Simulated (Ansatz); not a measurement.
# CH6NPSi: a ladder of functionals and wavefunction methods

How much do the methods differ for CH6NPSi? The plan is to run it at one geometry with functionals of several rungs and with coupled cluster. The yardstick is the atomisation energy at the CCSD(T) limit.

Computed with Ansatz 0.2.0, Gaussian basis. Level: functionals in def2-TZVPP, the program's frozen cores in correlated methods.

Plan: LDA (SPW92), PBE-D4, revPBE-D4, BLYP-D4, r2SCAN-D4, B97M-V, PBE0-D4, B3LYP-D4, r2SCANh-D4, r2SCAN0-D4, HSE06-D4, BHLYP-D4, CAM-B3LYP-D4, LC-ωPBE, ωB97X-V, ωB97M-V, B2PLYP, PBE-QIDH; CCSD(T)/def2-SVP; CCSD(T)/def2-TZVPP; MP2/def2-QZVPP; extrapolation to the limit; RPA on PBE.

## Step 1: The geometry

The geometry comes from an earlier relaxation with PBE0-D4 in a triple-zeta def2 set; it is a stationary point, not always the lowest conformer.

SMILES `P[SiH]1CN1`, 10 atoms, charge 0, spin multiplicity 1.

Atoms are counted from 1 here; the program's logs count them from 0.

Bond lengths: P1–Si2 2.235 Å, P1–H5 1.420 Å, P1–H6 1.422 Å, Si2–C3 1.830 Å, Si2–N4 1.724 Å, Si2–H7 1.484 Å, C3–N4 1.496 Å, C3–H8 1.090 Å, C3–H9 1.087 Å, N4–H10 1.009 Å. Angles: Si2–P1–H5 92.1°, Si2–P1–H6 93.1°, H5–P1–H6 93.8°, P1–Si2–C3 125.1°, P1–Si2–N4 120.4°, P1–Si2–H7 111.9°, C3–Si2–N4 49.7°, C3–Si2–H7 117.0°, N4–Si2–H7 119.6°, Si2–C3–N4 61.5°, Si2–C3–H8 117.6°, Si2–C3–H9 123.8°, N4–C3–H8 117.2°, N4–C3–H9 114.0°, H8–C3–H9 112.8°, Si2–N4–C3 68.9°, Si2–N4–H10 125.3°, C3–N4–H10 116.2°.

As a file:

```
P    -2.1265    0.9358   -0.0679
Si    0.0345    0.5483    0.3530
C     0.7770   -1.1046    0.6102
N     0.9677   -0.4337   -0.7135
H    -2.1916   -0.1361   -0.9962
H    -1.8384    1.9065   -1.0662
H     0.6775    1.6906    1.0490
H     1.6458   -1.1716    1.2644
H     0.2153   -2.0340    0.5584
H     1.9219   -0.2524   -0.9881
```

## Step 2: LDA

This LDA is Slater exchange with PW92 correlation.

The input, in.yaml:

```yaml
crystal:
  periodic: [false, false, false]
  atoms:
    - {symbol: P, position_ang: [-2.126542, 0.935780, -0.067871]}
    - {symbol: Si, position_ang: [0.034490, 0.548288, 0.352959]}
    - {symbol: C, position_ang: [0.777034, -1.104606, 0.610182]}
    - {symbol: N, position_ang: [0.967702, -0.433660, -0.713462]}
    - {symbol: H, position_ang: [-2.191647, -0.136113, -0.996217]}
    - {symbol: H, position_ang: [-1.838443, 1.906540, -1.066210]}
    - {symbol: H, position_ang: [0.677520, 1.690645, 1.049027]}
    - {symbol: H, position_ang: [1.645756, -1.171611, 1.264411]}
    - {symbol: H, position_ang: [0.215291, -2.034008, 0.558353]}
    - {symbol: H, position_ang: [1.921940, -0.252353, -0.988071]}
basis:
  gaussian: {orbitals: def2-TZVPP}
hamiltonian: {xc: lda}
output: {orbitals: {seedname: orbitals}}
```

After this run come: PBE-D4 (GGA); revPBE-D4 (GGA); BLYP-D4 (GGA); r2SCAN-D4 (meta-GGA); B97M-V (meta-GGA); PBE0-D4 (hybrid); B3LYP-D4 (hybrid); r2SCANh-D4 (hybrid); r2SCAN0-D4 (hybrid); HSE06-D4 (hybrid); BHLYP-D4 (hybrid); CAM-B3LYP-D4 (range-separated); LC-ωPBE (range-separated); ωB97X-V (range-separated); ωB97M-V (range-separated); B2PLYP (double hybrid); PBE-QIDH (double hybrid); CCSD(T) in def2-SVP; CCSD(T) in def2-TZVPP; MP2 in def2-QZVPP; RPA on PBE orbitals.

**Question.** What will the summary of the whole plan be? Wanted: atomisation energy, CCSD(T)/CBS; farthest beyond LDA; mean size of error, GGA; mean size of error, meta-GGA; mean size of error, hybrid; mean size of error, range-separated; mean size of error, double hybrid; gap, smallest and largest; T1 diagnostic.

**Answer**, as computed:

| quantity | value |
| --- | --- |
| atomisation energy, CCSD(T)/CBS | 33.752 eV |
| functionals within 0.169 eV (0.5 %) | revPBE-D4, r2SCAN-D4, PBE0-D4, r2SCANh-D4, HSE06-D4 |
| farthest beyond LDA | BHLYP-D4 (-0.813 eV) |
| mean size of error, GGA | 0.312 eV |
| mean size of error, meta-GGA | 0.235 eV |
| mean size of error, hybrid | 0.315 eV |
| mean size of error, range-separated | 0.311 eV |
| mean size of error, double hybrid | 0.370 eV |
| gap, smallest and largest | 4.55 eV (BLYP-D4), 11.52 eV (LC-ωPBE) |
| T1 diagnostic | 0.0136 |
| triples share of the correlation energy | 4.3 % |

**Reading.** LDA overbinds by 5.163 eV (15 %). PBE-D4 misses by +0.751 eV. Double hybrids carry the basis error of their MP2 part in triple zeta, and no dispersion term here, so their miss is partly the set-up's. By mean error the best rung here is meta-GGA (0.235 eV) and the worst beyond LDA is double hybrid (0.370 eV). The gap between the best rungs is small, so their order is not settled. The reference freezes the cores and leaves out relativity and excitations past (T), so misses under about 0.169 eV can't be ranked. Hartree-Fock recovers 68 % of the binding; the rest is correlation. CCSD(T) in def2-SVP is off by -2.820 eV, which most functionals beat. Orbital gaps span 4.6 to 11.5 eV; exact exchange widens them.
